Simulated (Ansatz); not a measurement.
## GeH₆SSi, SMILES S[SiH2][GeH3]: a ladder of methods at one geometry, step by step

With Ansatz 0.2.0, Python API.

Run as a notebook:

```python
import ansatz as az

BASIS = 'def2-SVP'
```

```python
mol = (
    az.Crystal.molecule()
    .atom('S', (-1.9805, 1.2104, -0.3981))
    .atom('Si', (0.0845, 1.046, -0.1268))
    .atom('Ge', (0.5368, -1.1265, 0.4757))
    .atom('H', (-1.9666, 0.2796, -1.4172))
    .atom('H', (0.7866, 1.3603, -1.3988))
    .atom('H', (0.534, 1.9834, 0.9307))
    .atom('H', (2.1257, -1.2797, 0.6937))
    .atom('H', (0.129, -2.0756, -0.6317))
    .atom('H', (-0.1609, -1.4443, 1.8553))
)
```

```python
calc = mol.calculation().basis(gaussian=BASIS)

methods = ['mp2', 'ccsd', 'ccsd_t']
reports = [calc.correlation(m).run(threads=1).report for m in methods]
print(f'Hartree-Fock reference {reports[0]["reference_energy_ev"] / 27.211386246:.6f} Ha')
best = reports[-1]['free_energy_ev'] - reports[-1]['reference_energy_ev']
for method, each in zip(methods, reports):
    gained = each['free_energy_ev'] - each['reference_energy_ev']
    print(f'{method:8s} total {each["free_energy_ev"] / 27.211386246:.6f} Ha  correlation {gained:9.4f} eV  ({100 * gained / best:.1f} % of the last)')
```

    Hartree-Fock reference -2764.853442 Ha
    mp2      total -2765.325848 Ha  correlation  -12.8548 eV  (88.6 % of the last)
    ccsd     total -2765.372365 Ha  correlation  -14.1206 eV  (97.3 % of the last)
    ccsd_t   total -2765.386853 Ha  correlation  -14.5149 eV  (100.0 % of the last)

Total energies depend on the basis set; only differences at equal settings carry meaning. The geometry is a force-field or estimated start, not a minimum of this method, and the basis set is short of its limit. A lower total doesn't mark the better method: functionals have no common bound, and MP2 and coupled cluster aren't variational. Inner cores stay frozen; a filled d shell under the valence of the heavier atoms is correlated with it. Hardware and time: 21 s on 1 thread of Arm Neoverse V1, with other jobs on the host, peak memory 0.39 GiB.
